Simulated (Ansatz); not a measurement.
This script for the Ansatz DFT code, driven from Python starts 2 runs on SrGaSi, space group P-6m2. What input does the engine get in each?

`soc.py`
```python
'''Levels of SrGaSi without and with spin-orbit coupling.'''

import warnings

import ansatz as az

XC = 'lda'
MESH = (9, 9, 7)
FILLING = 'fermi_dirac'
WIDTH_EV = 0.1
SCF_TOL = 1e-10


def main() -> None:
    warnings.simplefilter('ignore', az.DeckWarning)

    crystal = (
        az.Lattice.from_parameters(4.179577, 4.179577, 4.735817, alpha=90, beta=90, gamma=120)
        .space_group(187)
        .atom('Sr', [0.0, 0.0, 0.0])
        .atom('Ga', [1 / 3, 2 / 3, 0.5])
        .atom('Si', [2 / 3, 1 / 3, 0.5])
    )

    calc = crystal.calculation()
    calc = calc.functional(XC)
    calc = calc.kpoints(*MESH, center='gamma').occupations(FILLING, width=WIDTH_EV)
    calc = calc.scf(tolerance=SCF_TOL).band_table()
    for label, variant in (('scalar-relativistic', calc), ('spin-orbit', calc.spin(soc=True))):
        r = variant.run(threads=1, backend='cpu').report
        zero = r['band_edges_ev'][0] if r.get('band_edges_ev') else r['fermi_energy_ev']
        near = [round(e - zero, 3) for e in r['eigenvalues_ev'][0] if abs(e - zero) < 4]
        print(label)
        print('  band edges (eV):', [round(e, 3) for e in r.get('band_edges_ev') or []] or 'none reported')
        print('  levels at k =', r['kpoints_frac'][0], 'within 4 eV of the zero:', near)


if __name__ == '__main__':
    main()
```

Run 1:
```yaml
crystal:
  lattice:
    a: 4.179577
    b: 4.179577
    c: 4.735817
    alpha: 90.0
    beta: 90.0
    gamma: 120.0
  space_group: 187
  atoms:
    - { symbol: Sr, position: [0.0, 0.0, 0.0] }
    - { symbol: Ga, position: [0.3333333333333333, 0.6666666666666666, 0.5] }
    - { symbol: Si, position: [0.6666666666666666, 0.3333333333333333, 0.5] }
kpoints:
  mp_grid:
    grid: [9, 9, 7]
    shift: [0.0, 0.0, 0.0]
hamiltonian:
  xc: lda
scf:
  convergence:
    dr2_threshold: 1.0e-10
  occupations:
    method: fermi_dirac
    width: 0.1
output:
  eigenvalues: true
```

Run 2, against run 1:
```diff
+magnetization:
+  noncollinear: true
+  spin_orbit: true
```

```console
$ python soc.py
scalar-relativistic
  band edges (eV): none reported
  levels at k = [0.0, 0.0, 0.0] within 4 eV of the zero: [-1.95, -1.281, -1.281, -0.275, 0.032, 2.741, 2.741]
spin-orbit
  band edges (eV): none reported
  levels at k = [0.0, 0.0, 0.0] within 4 eV of the zero: [-1.951, -1.951, -1.313, -1.313, -1.25, -1.25, -0.274, -0.274, 0.033, 0.033, 2.705, 2.705, 2.776, 2.776]
```

Caveats:
- The computed bands are complete only to about 2.7 eV above the Fermi level.
- This cell is a computed structure, which may not be the phase found in nature.
- Levels are Kohn-Sham eigenvalues on this mesh.
- With spin-orbit coupling each level holds one electron and, with inversion or at time-reversal points, comes in pairs; a window in energy can cut a split set.
- Wall time of the script: 52 s on 1 thread of Arm Neoverse V1 (shared host), peak memory 0.57 GiB.
